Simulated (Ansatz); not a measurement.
# ClH₆InO₂Si₂: up Jacob's ladder to CCSD(T)

Aim: compute ClH₆InO₂Si₂ with functionals from several rungs and with coupled cluster. The yardstick is the atomisation energy at the CCSD(T) limit.

Program: Ansatz 0.2.0, Gaussian basis. Level of theory: functionals in def2-TZVPP, the program's frozen cores in correlated methods. These are calculated values, not measurements.

The runs, in order: PBE-D4, r2SCAN-D4, PBE0-D4, B3LYP-D4, ωB97X-V, ωB97M-V, B2PLYP; CCSD(T)/def2-TZVPP; MP2/def2-QZVPP; extrapolation to the limit.

## (1) The geometry

An earlier PBE0-D4 in a triple-zeta def2 set relaxation fixed the geometry. In takes the def2 core potential; no spin-orbit term is included.

SMILES `[SiH3][O][In]([Cl])[O][SiH3]`, 12 atoms, charge 0, spin multiplicity 1.

Atoms are counted from 1 here; the program's logs count them from 0.

Bond lengths: Si1–O2 1.637 Å, Si1–H7 1.488 Å, Si1–H8 1.492 Å, Si1–H9 1.486 Å, O2–In3 1.956 Å, In3–Cl4 2.283 Å, In3–O5 1.956 Å, O5–Si6 1.637 Å, Si6–H10 1.492 Å, Si6–H11 1.488 Å, Si6–H12 1.486 Å. Angles: O2–Si1–H7 110.8°, O2–Si1–H8 111.0°, O2–Si1–H9 108.7°, H7–Si1–H8 108.2°, H7–Si1–H9 109.2°, H8–Si1–H9 108.9°, Si1–O2–In3 135.8°, O2–In3–Cl4 120.6°, O2–In3–O5 118.8°, Cl4–In3–O5 120.6°, In3–O5–Si6 135.8°, O5–Si6–H10 111.0°, O5–Si6–H11 110.8°, O5–Si6–H12 108.7°, H10–Si6–H11 108.2°, H10–Si6–H12 108.9°, H11–Si6–H12 109.2°.

Coordinates:

| atom | x (Å) | y (Å) | z (Å) |
| --- | --- | --- | --- |
| Si1 | -0.7080 | 1.7587 | -1.1373 |
| O2 | 0.7444 | 1.7363 | -0.3832 |
| In3 | 1.6968 | 0.4945 | 0.7898 |
| Cl4 | 3.6981 | 1.0773 | 1.7198 |
| O5 | 0.9029 | -1.2560 | 1.1513 |
| Si6 | -0.4052 | -2.0832 | 0.6195 |
| H7 | -0.6300 | 1.0759 | -2.4574 |
| H8 | -1.7471 | 1.0701 | -0.3183 |
| H9 | -1.1160 | 3.1725 | -1.3417 |
| H10 | -0.6983 | -1.7616 | -0.8072 |
| H11 | -1.6086 | -1.7465 | 1.4277 |
| H12 | -0.1290 | -3.5381 | 0.7371 |

## (2) PBE-D4 (GGA)

in.yaml

```yaml
crystal:
  periodic: [false, false, false]
  atoms:
    - {symbol: Si, position_ang: [-0.707999, 1.758715, -1.137312]}
    - {symbol: O, position_ang: [0.744427, 1.736300, -0.383246]}
    - {symbol: In, position_ang: [1.696757, 0.494521, 0.789830]}
    - {symbol: Cl, position_ang: [3.698147, 1.077337, 1.719801]}
    - {symbol: O, position_ang: [0.902938, -1.256019, 1.151273]}
    - {symbol: Si, position_ang: [-0.405242, -2.083206, 0.619453]}
    - {symbol: H, position_ang: [-0.630030, 1.075944, -2.457427]}
    - {symbol: H, position_ang: [-1.747096, 1.070123, -0.318322]}
    - {symbol: H, position_ang: [-1.115969, 3.172484, -1.341657]}
    - {symbol: H, position_ang: [-0.698331, -1.761592, -0.807231]}
    - {symbol: H, position_ang: [-1.608607, -1.746476, 1.427717]}
    - {symbol: H, position_ang: [-0.129004, -3.538111, 0.737119]}
basis:
  gaussian: {orbitals: def2-TZVPP}
hamiltonian: {xc: pbe, dispersion: d4}
output: {forces: true, orbitals: {seedname: orbitals}}
```

The run is started by

```bash
$ ansatz run in.yaml --threads 2 --pin off --events-out ev --progress --plain --max-ram 22528MiB --backend cuda --devices 0, --max-vram 18GiB
```

The runs that follow: r2SCAN-D4 (meta-GGA); PBE0-D4 (hybrid); B3LYP-D4 (hybrid); ωB97X-V (range-separated); ωB97M-V (range-separated); B2PLYP (double hybrid); CCSD(T) in def2-TZVPP; MP2 in def2-QZVPP.

Before running them: what should the planned runs give, taken together? Wanted: atomisation energy, CCSD(T)/CBS; farthest; mean size of error, hybrid; mean size of error, range-separated; gap, smallest and largest; T1 diagnostic; triples share of the correlation energy.

As calculated:

| quantity | value |
| --- | --- |
| atomisation energy, CCSD(T)/CBS | 3858.8 kJ/mol |
| functionals within 38.6 kJ/mol (1.0 %) | ωB97X-V, ωB97M-V |
| farthest | PBE0-D4 (-120.4 kJ/mol) |
| mean size of error, hybrid | 102.4 kJ/mol |
| mean size of error, range-separated | 19.8 kJ/mol |
| gap, smallest and largest | 3.66 eV (PBE-D4), 10.48 eV (ωB97X-V) |
| T1 diagnostic | 0.0147 |
| triples share of the correlation energy | 3.5 % |

What this shows: PBE-D4 is off by -71.7 kJ/mol. Double hybrids carry the basis error of their MP2 part in triple zeta, and no dispersion term here, so their miss is partly the set-up's. The reference freezes the cores and leaves out spin-orbit coupling and excitations past (T), and its outer-core shells are covered unevenly, so misses under about 38.6 kJ/mol can't be ranked. All levels share the lack of spin-orbit coupling, which lowers the free heavy atoms and so the true binding. Hartree-Fock recovers 72 % of the binding; the rest is correlation. The gap grows from 3.7 to 10.5 eV across the functionals, mostly with the share of exact exchange. Correlated methods include outer-core shells of In, which these sets cover unevenly.
